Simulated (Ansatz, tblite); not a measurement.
# Ge(vinyl)Cl3 (C₂H₃Cl₃Ge): charged states by level of theory

One table from this session's results is given with a row withheld; the runs are named, their logs left out.

Computed with Ansatz 0.2.0, Gaussian basis. Level: as each input shows.

The runs, in order: charge +1 doublet, at the geometry of the singlet (PBE0-D4/def2-TZVP, PBE-D4/def2-TZVP, B2PLYP/def2-TZVP, CCSD(T)/def2-SVP); charge -1 doublet, at the geometry of the singlet (PBE0-D4/def2-TZVPD, PBE-D4/def2-TZVPD, B2PLYP/def2-TZVPD); the starting singlet's energies come from earlier runs.

2 further runs of the same task are left out: 2 set aside as unsound or not needed.

**The geometry**

The geometry is that of the singlet, from an earlier relaxation (PBE0-D4/def2-SVP).

9 atoms, charge 0, spin multiplicity 1.

Atoms are counted from 1 here; the program's logs count them from 0.

Bond lengths: Ge1–C2 1.917 Å, Ge1–Cl7 2.145 Å, Ge1–Cl8 2.143 Å, Ge1–Cl9 2.143 Å, C2–C3 1.334 Å, C2–H4 1.096 Å, C3–H5 1.095 Å, C3–H6 1.095 Å. Angles: C2–Ge1–Cl7 110.3°, C2–Ge1–Cl8 111.7°, C2–Ge1–Cl9 111.7°, Cl7–Ge1–Cl8 108.1°, Cl7–Ge1–Cl9 108.0°, Cl8–Ge1–Cl9 106.9°, Ge1–C2–C3 121.7°, Ge1–C2–H4 116.7°, C3–C2–H4 121.5°, C2–C3–H5 121.8°, C2–C3–H6 121.2°, H5–C3–H6 117.0°.

The first run:

in.yaml reads:

```yaml
crystal:
  periodic: [false, false, false]
  atoms:
    - {symbol: Ge, position_ang: [-0.254546, 0.229110, -1.173557]}
    - {symbol: C, position_ang: [-0.419613, 0.066322, 0.729255]}
    - {symbol: C, position_ang: [0.583759, -0.383381, 1.484692]}
    - {symbol: H, position_ang: [-1.379867, 0.359716, 1.167623]}
    - {symbol: H, position_ang: [1.545652, -0.677551, 1.052064]}
    - {symbol: H, position_ang: [0.479137, -0.474418, 2.571000]}
    - {symbol: Cl, position_ang: [1.712961, -0.349230, -1.802529]}
    - {symbol: Cl, position_ang: [-0.598093, 2.240108, -1.828717]}
    - {symbol: Cl, position_ang: [-1.669408, -1.010687, -2.199821]}
basis:
  gaussian: {orbitals: def2-TZVP}
total_charge: 1
magnetization: {spin_polarized: true, initial_magnetization: 1}
hamiltonian: {xc: pbe0, dispersion: d4}
scf: {omitted_lower_state_checks: [starts]}
output: {orbitals: {seedname: orbitals}}
```

On the command line:

```bash
$ ansatz run in.yaml --threads 4 --pin off --events-out ev --progress --plain --max-ram 4787MiB
```

Among the steps run: Charge +1 doublet at the fixed geometry, PBE0-D4/def2-TZVP; Charge +1 doublet at the fixed geometry, PBE-D4/def2-TZVP; Charge +1 doublet at the fixed geometry, B2PLYP/def2-TZVP; Charge +1 doublet at the fixed geometry, CCSD(T)/def2-SVP.

One of the session's tables, all rows but one given; the rest of the session is left out.

```
           method  vertical ionisation energy (eV)
      HF/def2-SVP                             9.76
 PBE-D4/def2-TZVP                            10.22
PBE0-D4/def2-TZVP                                ?
 B2PLYP/def2-TZVP                            10.97
     MP2/def2-SVP                            11.09
    CCSD/def2-SVP                            10.87
 CCSD(T)/def2-SVP                            10.92
```

**Question.** Estimate the row for PBE0-D4/def2-TZVP.

As computed: vertical ionisation energy (eV): 10.74. In the column «vertical ionisation energy (eV)» it lies between PBE-D4/def2-TZVP (10.22) and CCSD/def2-SVP (10.87).

Limits of these values: The yardstick is in a double-zeta basis, so levels in larger sets aren't compared like for like.
